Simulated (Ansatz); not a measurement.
**Ca3GeN: shifting one sublattice**

Aim: for Ca3GeN, map the energy as every Ge atom is pushed off its site.

Method: DFT r2SCAN, scalar-relativistic, plane waves, PAW, in Ansatz 0.2.0.

### 1 Starting point

It takes space group Pm-3m (No. 221, cubic). Conventional cell: a = 4.757 Å, b = 4.757 Å, c = 4.757 Å, α = 90.00°, β = 90.00°, γ = 90.00°. Around Ca (site symmetry 4/mmm) lie 2 N at 2.38 Å. Ge (site symmetry m-3m) has 12 Ca at 3.36 Å in its first shell of neighbours. Around N (site symmetry m-3m) lie 6 Ca at 2.38 Å.

Structure file:

```
Ca Ge N
1.0
     4.75730    0.00000    0.00000
     0.00000    4.75730    0.00000
     0.00000    0.00000    4.75730
Ca Ge N
3 1 1
Direct
  0.00000 0.50000 0.50000
  0.50000 0.00000 0.50000
  0.50000 0.50000 0.00000
  0.00000 0.00000 0.00000
  0.50000 0.50000 0.50000
```

The cell is taken as given, not relaxed at this level.

### 2 The reference cell

The reference gives a free energy of -10157.0752 eV, pressure 1.37 GPa, largest force 0.000 eV/Å and gap on the mesh none (metal). It was computed beforehand with the settings of the runs below.

### 3 Next: shifting one sublattice

Every Ge atom is moved by x along the Cartesian unit vector (0.707, 0.707, 0.000); the cell and all other atoms stay fixed. Forces below are components along that vector, summed over the moved atoms.

### 4 At x = -0.500 Å

input.yaml

```yaml
crystal:
  lattice:
    - [4.7573, 0.0, 0.0]
    - [0.0, 4.7573, 0.0]
    - [0.0, 0.0, 4.7573]
  atoms:
    - { symbol: Ca, position: [0.0, 0.5, 0.5] }
    - { symbol: Ca, position: [0.5, 0.0, 0.5] }
    - { symbol: Ca, position: [0.5, 0.5, 0.0] }
    - { symbol: Ge, position: [-0.0743180776, -0.0743180776, 0.0] }
    - { symbol: "N", position: [0.5, 0.5, 0.5] }
basis:
  ecutwfc: 500
kpoints:
  mp_grid: { grid: [10, 10, 10] }
hamiltonian:
  xc: r2scan
scf:
  occupations: { method: gaussian, width: 0.15 }
output:
  forces: true
  stress: true
  eigenvalues: true
  write_density: true
  write_potential: true
  elf: true
  volumetric_format: npy
```

Launch:

```console
$ ansatz run input.yaml --threads 1 --pin off --max-ram 2560MiB --backend cpu --events-out ev --progress --plain --runs-dir out
```

### 5 x = 0.375 Å

input.yaml: that of step 4 with these lines changed.

```diff
@@ -9,3 +9,3 @@
     - { symbol: Ca, position: [0.5, 0.5, 0.0] }
-    - { symbol: Ge, position: [-0.0743180776, -0.0743180776, 0.0] }
+    - { symbol: Ge, position: [0.0557385582, 0.0557385582, 0.0] }
     - { symbol: "N", position: [0.5, 0.5, 0.5] }
```

### 6 x = -0.250 Å

input.yaml: that of step 5 with these lines changed.

```diff
@@ -9,3 +9,3 @@
     - { symbol: Ca, position: [0.5, 0.5, 0.0] }
-    - { symbol: Ge, position: [0.0557385582, 0.0557385582, 0.0] }
+    - { symbol: Ge, position: [-0.0371590388, -0.0371590388, 0.0] }
     - { symbol: "N", position: [0.5, 0.5, 0.5] }
@@ -23,5 +23 @@
   eigenvalues: true
-  write_density: true
-  write_potential: true
-  elf: true
-  volumetric_format: npy
```

(Steps that only read results are left out.)

Before running it: what results should come out?

As calculated:

```
                                                        quantity       value
force constant along x, from the points at -0.250, 0 and 0.375 Å  2.85 eV/Å²
```

In words: Near the site the force constant is 2.85 eV/Å²; for the mass of Ge against a rigid frame that is a vibration of about 103 cm⁻¹. The step of 0.38 Å is wide, so anharmonic terms mix in. The undisturbed cell stays the lowest of the sampled points. The final runs have no spin polarisation, so a magnetic state may lie lower.
